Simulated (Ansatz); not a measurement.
# CH5NSSi: a ladder of functionals and wavefunction methods

The task here is to estimate one member of a computed series from the others.

Program: Ansatz 0.2.0, Gaussian basis. Level of theory: functionals in def2-TZVPP, the program's frozen cores in correlated methods. These are calculated values, not measurements.

Plan: LDA (SPW92), PBE-D4, revPBE-D4, BLYP-D4, r2SCAN-D4, B97M-V, PBE0-D4, B3LYP-D4, r2SCANh-D4, r2SCAN0-D4, HSE06-D4, BHLYP-D4, CAM-B3LYP-D4, LC-ωPBE, ωB97X-V, ωB97M-V, B2PLYP, PBE-QIDH; CCSD(T)/def2-SVP; CCSD(T)/def2-TZVPP; MP2/def2-QZVPP; extrapolation to the limit; RPA on PBE.

### The relaxed structure

All runs share one geometry, relaxed beforehand with PBE0-D4 in a triple-zeta def2 set.

SMILES `SC1N[SiH2]1`, 9 atoms, charge 0, spin multiplicity 1.

Atoms are counted from 1 here; the program's logs count them from 0.

Bond lengths: S1–C2 1.782 Å, S1–H5 1.348 Å, C2–N3 1.485 Å, C2–Si4 1.838 Å, C2–H6 1.086 Å, N3–Si4 1.723 Å, N3–H7 1.010 Å, Si4–H8 1.478 Å, Si4–H9 1.477 Å. Angles: C2–S1–H5 97.5°, S1–C2–N3 119.8°, S1–C2–Si4 116.4°, S1–C2–H6 113.3°, N3–C2–Si4 61.4°, N3–C2–H6 113.6°, Si4–C2–H6 122.9°, C2–N3–Si4 69.5°, C2–N3–H7 115.6°, Si4–N3–H7 124.8°, C2–Si4–N3 49.1°, C2–Si4–H8 117.1°, C2–Si4–H9 123.8°, N3–Si4–H8 121.3°, N3–Si4–H9 116.6°, H8–Si4–H9 114.0°.

As a file:

```
atom     x (Å)     y (Å)     z (Å)
  S1  -1.11933   0.38539  -1.55559
  C2  -0.36210   0.56286   0.04768
  N3   1.08188   0.26280   0.21794
 Si4   0.12004  -0.99295   0.89990
  H5  -0.61603   1.50423  -2.11333
  H6  -0.68718   1.45206   0.58068
  H7   1.61442   0.18153  -0.63665
  H8  -0.11581  -2.25917   0.17429
  H9   0.17261  -1.14304   2.36798
```

Set-up of the first run:

in.yaml

```yaml
crystal:
  periodic: [false, false, false]
  atoms:
    - {symbol: S, position_ang: [-1.119334, 0.385388, -1.555592]}
    - {symbol: C, position_ang: [-0.362097, 0.562856, 0.047678]}
    - {symbol: N, position_ang: [1.081878, 0.262800, 0.217941]}
    - {symbol: Si, position_ang: [0.120042, -0.992947, 0.899903]}
    - {symbol: H, position_ang: [-0.616030, 1.504229, -2.113331]}
    - {symbol: H, position_ang: [-0.687183, 1.452058, 0.580681]}
    - {symbol: H, position_ang: [1.614419, 0.181532, -0.636648]}
    - {symbol: H, position_ang: [-0.115810, -2.259171, 0.174287]}
    - {symbol: H, position_ang: [0.172615, -1.143042, 2.367980]}
basis:
  gaussian: {orbitals: def2-TZVPP}
hamiltonian: {xc: lda}
output: {orbitals: {seedname: orbitals}}
```

Command:

```sh
> ansatz run in.yaml --threads 2 --pin off --events-out ev --progress --plain --max-ram 4352MiB
```

Steps of the session up to this table: LDA; PBE-D4 (GGA); revPBE-D4 (GGA); BLYP-D4 (GGA); r2SCAN-D4 (meta-GGA); B97M-V (meta-GGA); B3LYP-D4 (hybrid); r2SCANh-D4 (hybrid); r2SCAN0-D4 (hybrid); HSE06-D4 (hybrid); BHLYP-D4 (hybrid); CAM-B3LYP-D4 (range-separated); LC-ωPBE (range-separated); ωB97X-V (range-separated); ωB97M-V (range-separated); B2PLYP (double hybrid); PBE-QIDH (double hybrid).

One table of the session follows, with a row left open; its other results are not shown here.

It belongs to the step «Frontier levels by functional». 

```
  functional  HOMO (eV)  gap (eV)
 LDA (SPW92)      -5.85      4.40
      PBE-D4      -5.70      4.45
   revPBE-D4      -5.65      4.47
     BLYP-D4      -5.54      4.39
   r2SCAN-D4          ?         ?
      B97M-V      -6.03      4.93
     PBE0-D4      -6.93      6.51
    B3LYP-D4      -6.69      6.04
  r2SCANh-D4      -6.40      5.72
  r2SCAN0-D4      -7.09      6.84
    HSE06-D4      -6.53      5.73
    BHLYP-D4      -8.03      8.43
CAM-B3LYP-D4      -8.25      8.81
     LC-ωPBE      -9.63     11.33
     ωB97X-V      -9.27     10.84
     ωB97M-V      -9.14     10.43
```

Estimate the missing values for r2SCAN-D4.

Worked estimate for «HOMO (eV)». Against the share of exact exchange, r2SCANh-D4 (0.1, -6.40), r2SCAN0-D4 (0.25, -7.09) give a slope of -4.60 per unit share; at 0 the line stands at -5.94.

**Answer.** HOMO (eV): -5.94; gap (eV): 4.97. In «HOMO (eV)» the line misses by 0.00.
